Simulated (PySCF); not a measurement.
# AsOH₂: structure of the doublet

Where does doublet AsOH₂ go from a T-shaped (ligand arrangement 1) start, is the end point a minimum, and what are its modes, charges and moments?

Program: PySCF 2.14.0. Level of theory: PBE0, basis As def2-TZVP, O def2-TZVP, H def2-TZVP, no relativity, density fitting. These are calculated values, not measurements.

## (1) The starting structure

4 atoms, charge 0, spin multiplicity 2.

Bond lengths: As1–O2 1.710 Å, As1–H3 1.530 Å, As1–H4 1.530 Å. Angles: O2–As1–H3 88.0°, O2–As1–H4 176.0°, H3–As1–H4 88.0°.

```xyz
4
charge 0 multiplicity 2
As    0.0000    0.0000    0.0000
O    -1.7090    0.0000    0.0597
H     0.0000    0.0000    1.5300
H     1.5291    0.0000    0.0534
```

## (2) Finding the electronic state

The steps below are one call of a driver around PySCF. For each, scf.py gives the equivalent set-up of the SCF; relaxations use the driver's own optimiser. After this first run the driver tries any further starts and a stability analysis.

Input file scf.py:

```python
from pyscf import gto, scf, dft
mol = gto.M(atom='''
As     0.000000     0.000000     0.000000
O     -1.709000     0.000000     0.059700
H      0.000000     0.000000     1.530000
H      1.529100     0.000000     0.053400''',
    basis={'As': 'def2-TZVP', 'O': 'def2-TZVP', 'H': 'def2-TZVP'},
    charge=0, spin=1)
mf = dft.UKS(mol, xc='PBE0')
mf.grids.atom_grid = (50, 194)
aux = {'As': 'def2-universal-JKFIT', 'O': 'def2-universal-JKFIT', 'H': 'def2-universal-JKFIT'}
mf = mf.density_fit(auxbasis=aux)
mf.conv_tol = 1e-08
mf.diis_space = 10
mf.max_cycle = 60
mf.init_guess = 'minao'
mf.verbose = 4
mf.kernel()
```

Launch:

```sh
> OMP_NUM_THREADS=4 python axn.py task.json out
```

After this run come: Relaxation: T-shaped (ligand arrangement 1) start, doublet; Frequencies; Downhill along the imaginary mode; Vibrations and properties at this point.

**Question.** What will these runs give? Wanted: minimum; geometry; wavenumbers; dipole moment; highest occupied, lowest empty level; polar-tensor charge of As1; zero-point energy; atomisation energy; ⟨S²⟩.

As calculated:

| quantity | value |
| --- | --- |
| minimum | doublet, Cs |
| geometry | As–H 1.526 Å (×2), As–O 1.669 Å; H–As–H 100.0°, H–As–O 107.5° (×2) |
| wavenumbers (cm⁻¹) | 534 (a'), 725 (a''), 872 (a'), 979 (a'), 2151 (a'), 2186 (a'') |
| dipole moment | 2.94 D |
| highest occupied, lowest empty level (either spin) | -7.62, -3.88 eV |
| polar-tensor charge of As1 | +0.47 e |
| zero-point energy | 44.5 kJ/mol |
| entropy at 298.15 K | 260.9 J/(mol K) |
| atomisation energy (no zero-point energy) | 917 kJ/mol |
| ⟨S²⟩ | 0.759 |

In words: The T-shaped (ligand arrangement 1) start (Cs) ends in a minimum of Cs symmetry, after a stop at a saddle point 203.8 kJ/mol higher, from which it was pushed off along an imaginary mode. In the infrared the band at 2186 cm⁻¹ (a'', stretch) leads. Most of the spin sits on O2 (Mulliken spin 0.58, against 1 for the whole molecule). Only this shape and spin were tried, so other structures or states may lie lower.
